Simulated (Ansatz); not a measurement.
# CH3InO: ionisation energy by level of theory

How much energy removes an electron from CH3InO at fixed geometry? The cation is run at each level and the neutral's energy taken from earlier runs.

Computed with Ansatz 0.2.0, Gaussian basis. Level: unrestricted cation, the program's frozen cores in correlated methods.

Levels to be run: UKS PBE-D4/def2-TZVPP; UKS r2SCAN-D4/def2-TZVPP; UKS PBE0-D4/def2-TZVPP; UKS B3LYP-D4/def2-TZVPP; UKS wB97X-V/def2-TZVPP; UKS wB97M-V/def2-TZVPP; UKS B2PLYP/def2-TZVPP; UHF-CCSD(T)/def2-TZVPP; UHF-MP2/def2-QZVPP; extrapolation to the limit; then −ε(HOMO) from the neutral's earlier runs with LDA (SPW92), PBE-D4, revPBE-D4, BLYP-D4, r2SCAN-D4, B97M-V, PBE0-D4, B3LYP-D4, r2SCANh-D4, r2SCAN0-D4, HSE06-D4, BHLYP-D4, CAM-B3LYP-D4, LC-ωPBE, ωB97X-V, ωB97M-V.

## 1. Structure used throughout

The geometry comes from an earlier relaxation with PBE0-D4/def2-TZVP; it is a stationary point. In takes the def2 core potential; no spin-orbit term is included.

6 atoms, charge 0, spin multiplicity 1.

Atoms are counted from 1 here; the program's logs count them from 0.

Bond lengths: O1–C2 1.205 Å, C2–In3 2.215 Å, C2–H4 1.118 Å, In3–H5 1.724 Å, In3–H6 1.724 Å. Angles: O1–C2–In3 115.5°, O1–C2–H4 118.8°, In3–C2–H4 125.6°, C2–In3–H5 118.8°, C2–In3–H6 118.8°, H5–In3–H6 121.9°.

## 2. Cation, UKS PBE-D4/def2-TZVPP

File in.yaml:

```yaml
crystal:
  periodic: [false, false, false]
  atoms:
    - {symbol: O, position_ang: [-1.097135, -1.592568, 0.489660]}
    - {symbol: C, position_ang: [-0.088079, -1.197468, -0.037351]}
    - {symbol: In, position_ang: [0.190752, 0.999428, -0.038729]}
    - {symbol: H, position_ang: [0.618281, -1.944198, -0.477165]}
    - {symbol: H, position_ang: [-0.513566, 1.926303, -1.310262]}
    - {symbol: H, position_ang: [0.931848, 1.744503, 1.327849]}
basis:
  gaussian: {orbitals: def2-TZVPP}
total_charge: 1
magnetization: {spin_polarized: true, initial_magnetization: 1}
hamiltonian: {xc: pbe, dispersion: d4}
```

Started as:

```bash
ansatz run in.yaml --threads 2 --pin off --events-out ev --progress --plain --max-ram 4352MiB
```

After this run come: Cation, UKS r2SCAN-D4/def2-TZVPP; Cation, UKS PBE0-D4/def2-TZVPP; Cation, UKS B3LYP-D4/def2-TZVPP; Cation, UKS wB97X-V/def2-TZVPP; Cation, UKS wB97M-V/def2-TZVPP; Cation, UKS B2PLYP (frozen core)/def2-TZVPP; Cation, UHF-CCSD(T)/def2-TZVPP; Cation, UHF-MP2/def2-QZVPP.

Before running them: what should the planned runs give, taken together? Wanted: ionisation energy, CCSD(T)/CBS; nearest functional by difference; nearest −ε(HOMO); −ε(HOMO) of PBE; T1 of the cation.

As calculated:

| quantity | value |
| --- | --- |
| ionisation energy, CCSD(T)/CBS | 8.77 eV |
| nearest functional by difference | B3LYP-D4 (-0.13 eV) |
| nearest −ε(HOMO) | ωB97X-V (-0.14 eV) |
| −ε(HOMO) of PBE | 5.14 eV |
| T1 of the cation | 0.037 |

By cation minus neutral, the functionals miss by 0.34 eV at most. The PBE orbital energy is 3.6 eV too small: a semilocal HOMO is no ionisation energy. Among orbital estimates ωB97X-V comes nearest. Hartree-Fock falls 1.08 eV short, as the neutral has more correlation energy than the cation. The cation's T1 (from the report) is 0.037, near the customary mark of 0.045 for open shells, so the coupled-cluster value is less safe. The cation may have settled in a state other than its lowest; no search over hole states beyond the program's own was made. Correlated methods include outer-core shells of In, which these sets cover unevenly. With outer-core shells in play the reference is unsure by up to some tenths of an eV, so close misses can't be ranked.
